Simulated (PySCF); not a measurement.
# TiS(OH)2: relaxation and vibrations of the singlet

Where does singlet TiS(OH)2 go from a T-shaped (ligand arrangement 1) start, is the end point a minimum, and what are its modes, charges and moments?

The runs use PySCF 2.14.0; B3LYP, basis Ti def2-SVP, S def2-SVP, O def2-SVP, H def2-SVP, no relativity, density fitting.

**1. The starting structure**

6 atoms, charge 0, spin multiplicity 1.

Bond lengths: Ti1–S2 2.110 Å, Ti1–O3 1.990 Å, Ti1–O4 1.990 Å, O3–H5 0.960 Å, O4–H6 0.960 Å. Angles: S2–Ti1–O3 88.0°, S2–Ti1–O4 176.0°, O3–Ti1–O4 88.0°, Ti1–O3–H5 130.0°, Ti1–O4–H6 130.0°.

Z-matrix (Å, degrees; charge 0 multiplicity 1):
```
Ti
S  1 2.1100
O  1 1.9900 2 88.00
O  1 1.9900 3 88.00 2 180.00
H  3 0.9600 1 130.00 2 0.00
H  4 0.9600 1 130.00 3 89.99
```

**2. T-shaped (ligand arrangement 1) start, singlet: relaxation**

One driver script runs all steps and calls PySCF; scf.py shows how it sets up the SCF of each step. The optimiser is the driver's own. Before each start the driver seeks the lowest SCF state from one or more starting densities and follows internal instabilities, so scf.py alone need not reach the same state.

The program finds C1 symmetry in the start. Threshold on the gradient: 0.0003 Eh/bohr, with a further test on the energy change.

Input file scf.py:

```python
from pyscf import gto, scf, dft
mol = gto.M(atom='''
Ti     0.296019     0.006506    -0.333659
S     -1.812681     0.006506    -0.260059
O      0.296019     0.006506     1.656341
O      2.284819     0.006506    -0.264259
H     -0.439381     0.006506     2.273441
H      2.901519    -0.728894    -0.242659''',
    basis={'Ti': 'def2-SVP', 'S': 'def2-SVP', 'O': 'def2-SVP', 'H': 'def2-SVP'},
    charge=0, spin=0)
mf = dft.RKS(mol, xc='B3LYP')
mf.grids.atom_grid = (50, 194)
aux = {'Ti': 'def2-universal-JKFIT', 'S': 'def2-universal-JKFIT', 'O': 'def2-universal-JKFIT', 'H': 'def2-universal-JKFIT'}
mf = mf.density_fit(auxbasis=aux)
mf.kernel()
```

Energy and gradient, step by step (not every step is listed):

| step | energy (Eh) | change (kJ/mol) | largest gradient (Eh/bohr) |
| --- | --- | --- | --- |
| 0 | -1399.032672 | 0.00 | 0.10794 |
| 1 | -1399.064463 | -83.47 | 0.07937 |
| 2 | -1399.087684 | -144.43 | 0.09143 |
| 3 | -1399.100654 | -178.49 | 0.02107 |
| 4 | -1399.110766 | -205.04 | 0.02376 |
| 5 | -1399.117932 | -223.85 | 0.01459 |
| 6 | -1399.119780 | -228.70 | 0.01569 |
| 7 | -1399.120390 | -230.30 | 0.01240 |
| 8 | -1399.120801 | -231.38 | 0.01221 |
| 9 | -1399.121157 | -232.32 | 0.00304 |
| 10 | -1399.121364 | -232.86 | 0.00672 |
| 12 | -1399.121730 | -233.82 | 0.01025 |
| 14 | -1399.122189 | -235.03 | 0.00771 |
| 16 | -1399.122625 | -236.17 | 0.00669 |
| 18 | -1399.122955 | -237.04 | 0.00434 |
| 20 | -1399.123258 | -237.83 | 0.00998 |
| 22 | -1399.123799 | -239.25 | 0.01027 |
| 24 | -1399.124560 | -241.25 | 0.00794 |
| 26 | -1399.124921 | -242.20 | 0.01161 |
| 28 | -1399.125387 | -243.42 | 0.00248 |
| 30 | -1399.125562 | -243.88 | 0.00063 |
| 32 | -1399.125604 | -243.99 | 0.00058 |
| 33 | -1399.125624 | -244.05 | 0.00114 |
| 34 | -1399.125651 | -244.12 | 0.00134 |
| 35 | -1399.125680 | -244.19 | 0.00099 |
| 36 | -1399.125691 | -244.22 | 0.00074 |
| 37 | -1399.125694 | -244.23 | 0.00055 |
| 38 | -1399.125695 | -244.23 | 0.00020 |

The walk needed 88 s of wall time on 4 threads, shared host.

End point (Cs, 38 steps, 244.2 kJ/mol gained): O–H 0.966 Å (×2), Ti–O 1.800 Å (×2), Ti–S 2.076 Å; H–O–Ti 130.3°, H–O–Ti 131.5°, O–Ti–O 118.1°, O–Ti–S 117.4°, O–Ti–S 117.8°.

**3. Frequencies**

The point is checked on the finer grid, and tightened if its gradient asks for it. The Hessian and the dipole derivatives come from central differences of analytic gradients, with steps of 0.01 bohr.

Edit scf.py of step 2 so:

```diff
@@ -3,6 +3,6 @@
-Ti     0.296019     0.006506    -0.333659
-S     -1.812681     0.006506    -0.260059
-O      0.296019     0.006506     1.656341
-O      2.284819     0.006506    -0.264259
-H     -0.439381     0.006506     2.273441
-H      2.901519    -0.728894    -0.242659''',
+Ti     0.249052     0.195210     0.178414
+S     -1.330059    -0.240491    -1.096899
+O     -0.080362     0.180033     1.947764
+O      1.907555    -0.236589    -0.371368
+H     -0.903411     0.048228     2.436179
+H      2.219864    -0.606340    -1.207478''',
@@ -12 +12 @@
-mf.grids.atom_grid = (50, 194)
+mf.grids.atom_grid = (75, 302)
```

The driver hands on the density of the step before, so the log starts near convergence.

SCF at the final geometry:

```text
init E= -1399.12572035515
  HOMO = -0.244099260070005  LUMO = -0.111503727506271  gap/eV = 3.60811
cycle= 1 E= -1399.12572035453  delta_E= 6.25e-10  |g|= 4.8e-05  |ddm|= 4.65e-05
  HOMO = -0.244095784116928  LUMO = -0.11151994260562  gap/eV = 3.60757
cycle= 2 E= -1399.12572034097  delta_E= 1.36e-08  |g|= 0.000225  |ddm|= 0.000212
  HOMO = -0.244098540647902  LUMO = -0.111506741605153  gap/eV = 3.60801
cycle= 3 E= -1399.12572035517  delta_E= -1.42e-08  |g|= 5.68e-06  |ddm|= 0.000172
  HOMO = -0.244098742091359  LUMO = -0.111506702936325  gap/eV = 3.60801
cycle= 4 E= -1399.12572035519  delta_E= -2.05e-11  |g|= 6.75e-07  |ddm|= 4.47e-06
  HOMO = -0.244098594877571  LUMO = -0.11150661776495  gap/eV = 3.60801
Extra cycle  E= -1399.1257203552  delta_E= -8.19e-12  |g|= 1.22e-06  |ddm|= 1.53e-06
converged SCF energy = -1399.1257203552
```

The whole step took 88 s.

Geometry: Cs; O–H 0.966 Å (×2), Ti–O 1.800 Å (×2), Ti–S 2.076 Å; H–O–Ti 130.8° (×2), O–Ti–O 117.8°, O–Ti–S 117.6° (×2).

Modes, for the most abundant isotopes:

```
symmetry  ω (cm⁻¹)  IR (km/mol)
      a'        82         16.6
     a''       190         10.0
      a'       204          6.9
     a''       443         28.4
      a'       449          211
     a''       497         93.9
      a'       511          186
      a'       595         57.1
      a'       752          208
     a''       817          196
     a''      3853          336
      a'      3860         23.6
```

Every mode is real; the point is a minimum.

Constants and moments:

- Dipole moment: 1.91 D
- Highest occupied level: -6.64 eV
- Lowest empty level: -3.03 eV
- Rotational constants: 0.1867, 0.1112, 0.07114 cm⁻¹
- Zero-point energy: 73.3 kJ/mol
- Principal polarisabilities: 27.7, 50.4, 64.2 bohr³
- Atomisation energy without zero-point energy: 2287 kJ/mol
- Principal traceless quadrupole moments about the centre of mass: -15.52, 4.46, 11.06 D Å
- Entropy at 298.15 K and 1 bar: 328.9 J/(mol K)
- Heat capacity Cp at 298.15 K: 88.8 J/(mol K)
- Enthalpy at 298.15 K above 0 K: 18.34 kJ/mol
- Rotational symmetry number: 1

Populations by atom (charges in e):

```json
{"atom": "Ti1", "Mulliken": "0.84", "Löwdin": "0.21", "polar tensor": "1.85", "Mayer order to Ti1": "–"}
{"atom": "S2", "Mulliken": "-0.32", "Löwdin": "-0.07", "polar tensor": "-0.65", "Mayer order to Ti1": "2.35"}
{"atom": "O3,4", "Mulliken": "-0.46", "Löwdin": "-0.16", "polar tensor": "-0.92", "Mayer order to Ti1": "1.18"}
{"atom": "H5,6", "Mulliken": "0.20", "Löwdin": "0.09", "polar tensor": "0.32", "Mayer order to Ti1": "0.03"}
```

Outer orbital energies (eV). occupied: -13.35, -10.02, -9.52, -9.24, -8.81, -7.41, -6.98, -6.64; empty: -3.03, -1.90, -1.81, -0.64.

Mulliken populations on Ti1: s 6.21, p 12.60, d 2.31, f 0.05.

**4. Stability of the closed shell**

At the lowest minimum the closed shell is tested against spin polarisation, on the (50, 194) grid. It is stable.

**5. What came out**

```
                                 quantity                                                                                                                         value
                                  minimum                                                                                                                   singlet, Cs
                                 geometry                      O–H 0.966 Å (×2), Ti–O 1.800 Å (×2), Ti–S 2.076 Å; H–O–Ti 130.8° (×2), O–Ti–O 117.8°, O–Ti–S 117.6° (×2)
                       wavenumbers (cm⁻¹)  82 (a'), 190 (a''), 204 (a'), 443 (a''), 449 (a'), 497 (a''), 511 (a'), 595 (a'), 752 (a'), 817 (a''), 3853 (a''), 3860 (a')
                            dipole moment                                                                                                                        1.91 D
     highest occupied, lowest empty level                                                                                                               -6.64, -3.03 eV
               polar-tensor charge of Ti1                                                                                                                       +1.85 e
                        zero-point energy                                                                                                                   73.3 kJ/mol
                      entropy at 298.15 K                                                                                                               328.9 J/(mol K)
atomisation energy (no zero-point energy)                                                                                                                   2287 kJ/mol
```

**Reading.** The T-shaped (ligand arrangement 1) start (C1) ends in a minimum of Cs symmetry. The strongest infrared band lies at 3853 cm⁻¹ (a''). Only this shape and spin were tried, so other structures or states may lie lower. Take wavenumbers under 90 cm⁻¹ as rough.

The search up to here took 3.1 min.
